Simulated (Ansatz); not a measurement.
# ZnCrC6N6: the cost of one run

Method: DFT PBE, scalar-relativistic, plane waves, PAW, in Ansatz 0.2.0.

## 1. Starting point

The structure is cubic, space group Fm-3m (No. 225). The conventional cell has a = 10.231 Å, b = 10.231 Å, c = 10.231 Å, α = 90.00°, β = 90.00°, γ = 90.00°. Around Zn (site symmetry m-3m) lie 6 N at 2.01 Å. Cr (site symmetry m-3m) has 6 C at 1.94 Å in its first shell of neighbours. C (site symmetry 4mm) has 1 N at 1.17 Å and 1 Cr at 1.94 Å in its first shell of neighbours. N (site symmetry 4mm) is surrounded by 1 C at 1.17 Å and 1 Zn at 2.01 Å.

Coordinates:

```
Zn Cr C N
1.0
     0.00000    5.11550    5.11550
     5.11550    0.00000    5.11550
     5.11550    5.11550    0.00000
Zn Cr C N
1 1 6 6
Cartesian
  5.1155 5.1155 5.1155
  0.0000 0.0000 0.0000
  1.9380 5.1155 5.1155
  5.1155 1.9380 5.1155
  5.1155 5.1155 1.9380
  8.2930 5.1155 5.1155
  5.1155 8.2930 5.1155
  5.1155 5.1155 8.2930
  3.1080 5.1155 5.1155
  5.1155 3.1080 5.1155
  5.1155 5.1155 3.1080
  7.1230 5.1155 5.1155
  5.1155 7.1230 5.1155
  5.1155 5.1155 7.1230
```

A structure generator made this guess: cyanide-bridged rock-salt net of two metals, 0 guest cations a cell (Fm-3m, No. 225). Its size is a rough estimate.

## 2. A first look at the guess

input.yaml reads:

```yaml
crystal:
  lattice:
    - [0.0, 5.1155, 5.1155]
    - [5.1155, 0.0, 5.1155]
    - [5.1155, 5.1155, 0.0]
  atoms:
    - { symbol: Zn, position: [0.5, 0.5, 0.5] }
    - { symbol: Cr, position: [0.0, 0.0, 0.0], spin: 3.0 }
    - { symbol: C, position: [0.8105757, 0.1894243, 0.1894243] }
    - { symbol: C, position: [0.1894243, 0.8105757, 0.1894243] }
    - { symbol: C, position: [0.1894243, 0.1894243, 0.8105757] }
    - { symbol: C, position: [0.1894243, 0.8105757, 0.8105757] }
    - { symbol: C, position: [0.8105757, 0.1894243, 0.8105757] }
    - { symbol: C, position: [0.8105757, 0.8105757, 0.1894243] }
    - { symbol: "N", position: [0.69621738, 0.30378262, 0.30378262] }
    - { symbol: "N", position: [0.30378262, 0.69621738, 0.30378262] }
    - { symbol: "N", position: [0.30378262, 0.30378262, 0.69621738] }
    - { symbol: "N", position: [0.30378262, 0.69621738, 0.69621738] }
    - { symbol: "N", position: [0.69621738, 0.30378262, 0.69621738] }
    - { symbol: "N", position: [0.69621738, 0.69621738, 0.30378262] }
basis:
  ecutwfc: 420
kpoints:
  mp_grid: { grid: [4, 4, 4] }
hamiltonian:
  xc: pbe
scf:
  occupations: { method: gaussian, width: 0.1 }
  lower_state_search: "off"
output:
  forces: true
  stress: true
  eigenvalues: true
  populations: true
magnetization:
  spin_polarized: true
```

Started as:

```
$ ansatz run input.yaml --threads 1 --pin off --max-ram 2560MiB --backend cpu --events-out ev --progress --plain --runs-dir out
```

What time and memory should one allow on 1 thread of AMD EPYC 9R45 (Zen 5), shared host?

About 10 s, with a peak of 0.75 GiB.
